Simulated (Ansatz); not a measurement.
# AgOs4: the cost of one run

Program: Ansatz 0.2.0. Level of theory: DFT PBE, scalar-relativistic, plane waves, PAW. These are calculated values, not measurements.

**1. Starting point**

Symmetry: Im-3m, No. 229, cubic system. The conventional cell has a = 5.698 Å, b = 5.698 Å, c = 5.698 Å, α = 90.00°, β = 90.00°, γ = 90.00°. Ag (site symmetry m-3m) is surrounded by 8 Os at 2.47 Å. Os (site symmetry -3m) is surrounded by 2 Ag at 2.47 Å.

Structure file:

```cif
data_structure
_symmetry_space_group_name_H-M 'Im-3m'
_symmetry_Int_Tables_number 229
_cell_length_a 5.6983
_cell_length_b 5.6983
_cell_length_c 5.6983
_cell_angle_alpha 90.000
_cell_angle_beta 90.000
_cell_angle_gamma 90.000
_cell_volume 185.03
loop_
_atom_site_label
_atom_site_type_symbol
_atom_site_symmetry_multiplicity
_atom_site_Wyckoff_symbol
_atom_site_fract_x
_atom_site_fract_y
_atom_site_fract_z
_atom_site_occupancy
Ag1 Ag 2 a 0.00000 0.00000 0.00000 1
Os1 Os 8 c 0.25000 0.25000 0.75000 1
```

It is the end of an earlier relaxation with the same method, from a database cell with other species swapped in; it is a trial structure. At a tolerance of 0.05 Å it has space group Im-3m (No. 229); it has 18.50 Å³/atom, an uncorrected energy of +2.42 eV/atom over the elements.

**2. Electronic structure at the relaxed geometry**

input.yaml reads:

```yaml
crystal:
  lattice:
    - [-2.8491607775, 2.8491607775, 2.8491607775]
    - [2.8491607775, -2.8491607775, 2.8491607775]
    - [2.8491607775, 2.8491607775, -2.8491607775]
  atoms:
    - { symbol: Ag, position: [0.0, 0.0, 0.0] }
    - { symbol: Os, position: [0.0, 0.0, 0.5] }
    - { symbol: Os, position: [0.5, 0.0, 0.0] }
    - { symbol: Os, position: [0.5, 0.5, 0.5] }
    - { symbol: Os, position: [0.0, 0.5, 0.0] }
basis:
  ecutwfc: 420
kpoints:
  mp_grid: { grid: [10, 10, 10] }
  band_path:
    path:
      - [[0.0, 0.0, 0.0], [0.5, -0.5, 0.5], [0.0, 0.0, 0.5], [0.0, 0.0, 0.0], [0.25, 0.25, 0.25], [0.5, -0.5, 0.5]]
      - [[0.25, 0.25, 0.25], [0.0, 0.0, 0.5]]
    npoints: 14
hamiltonian:
  xc: pbe
scf:
  occupations: { method: gaussian, width: 0.1 }
  n_extra_bands: 12
output:
  forces: true
  stress: true
  eigenvalues: true
  populations: true
  dos: { projected: true, de: 0.02, nscf_kmesh: { grid: [12, 12, 12] } }
  bader: true
  write_density: true
  write_potential: true
  elf: true
  volumetric_format: npy
```

Launch:

```sh
> ansatz run input.yaml --threads 1 --pin off --max-ram 2048MiB --backend cpu --events-out ev --progress --plain --runs-dir out
```

**Question.** How long does this run take on 1 thread of Intel Xeon Platinum 8375C at 2.90GHz (Ice Lake), shared host, and how much memory does it need?

About 61 s, with a peak of 0.68 GiB.
